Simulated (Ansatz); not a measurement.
# Al: the cost of one run

Method: DFT PBEsol, scalar-relativistic, plane waves, PAW, in Ansatz 0.2.0.

1 further run of the same task is left out (for a known fault of the program). Runs told in other sessions of the task aren't counted.

### 1 The structure to begin with

The structure is cubic, space group Fm-3m (No. 225). The conventional cell has a = 4.048 Å, b = 4.048 Å, c = 4.048 Å, α = 90.00°, β = 90.00°, γ = 90.00°. Around Al (site symmetry m-3m) lie 12 Al at 2.86 Å.

Coordinates:

```
CELL_PARAMETERS angstrom
0.00000 -2.02398 -2.02398
-2.02398 0.00000 -2.02398
2.02398 2.02398 -4.04796
ATOMIC_POSITIONS crystal
Al 0.50000 0.50000 0.50000
Al 0.00000 0.00000 0.00000
```

No relaxation comes first: the listed cell is the starting point.

### 2 The reference: the undisturbed cell on the scan's mesh

input.yaml

```yaml
crystal:
  lattice:
    - [0.0, -2.02398, -2.02398]
    - [-2.02398, 0.0, -2.02398]
    - [2.02398, 2.02398, -4.04796]
  atoms:
    - { symbol: Al, position: [0.5, 0.5, 0.5] }
    - { symbol: Al, position: [0.0, 0.0, 0.0] }
basis:
  ecutwfc: 420
kpoints:
  mp_grid: { grid: [18, 18, 20] }
hamiltonian:
  xc: pbesol
scf:
  occupations: { method: gaussian, width: 0.15 }
output:
  forces: true
  stress: true
  eigenvalues: true
  write_density: true
  write_potential: true
  elf: true
  volumetric_format: npy
```

Started as:

```sh
> ansatz run input.yaml --threads 2 --pin off --max-ram 5120MiB --backend cpu --events-out ev --progress --plain --runs-dir out
```

Q: Estimate wall time and peak memory on 2 threads of Arm Neoverse V1, shared host.

About 17 s, with a peak of 0.69 GiB.
